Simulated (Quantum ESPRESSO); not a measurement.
MoSe:

```
Mo Se
1.0
     3.50023    0.00000    0.00000
     0.00000    3.50023    0.00000
     0.00000    0.00000    3.50023
Mo Se
1 1
Direct
  0.00000 0.00000 0.00000
  0.50000 0.50000 0.50000
```

The cell was built by a generator and needn't be a form met in nature.

- Program: Quantum ESPRESSO 7.5
- Task: Hubbard U by linear response
- Functional: PBEsol
- Potentials or basis: GBRV 1.5 PBEsol
- Cutoff: 612 eV
- Density cutoff: 4898 eV
- k mesh: 4 × 4 × 4
- Occupations: fermi-dirac, width 0.05 eV
- Spin: no spin polarisation
- Hubbard terms: Mo d U = 6.0 eV
- Start of the occupations: default
- Hubbard projectors: ortho-atomic
- Mixing beta: 0.3
- Most SCF iterations: 120
- SCF threshold: 4e-10 Ry
- q mesh: 2 × 2 × 2

The first run showed a gap, so the response started from a second, tighter run with fixed occupations.

What Hubbard parameters does linear response give?

U = 3.48 eV on Mo 4d. The values belong to these projectors, potentials and this ground state, and don't carry over to other codes.

Hubbard U from linear response:
| site | manifold | U (eV) |
| --- | --- | --- |
| 1 | Mo-4d | 3.48 |
On the first site the bare response is -0.335 and the screened one -0.154 eV⁻¹.

Eigenvalues of the final occupation matrices:
```tsv
site	spin	trace	eigenvalues
Mo 1 4d	each	2.35	0.14 0.14 0.14 0.96 0.96
```

Caveat: the k mesh is coarse (spacing up to 0.45 Å⁻¹), so the values aren't converged.
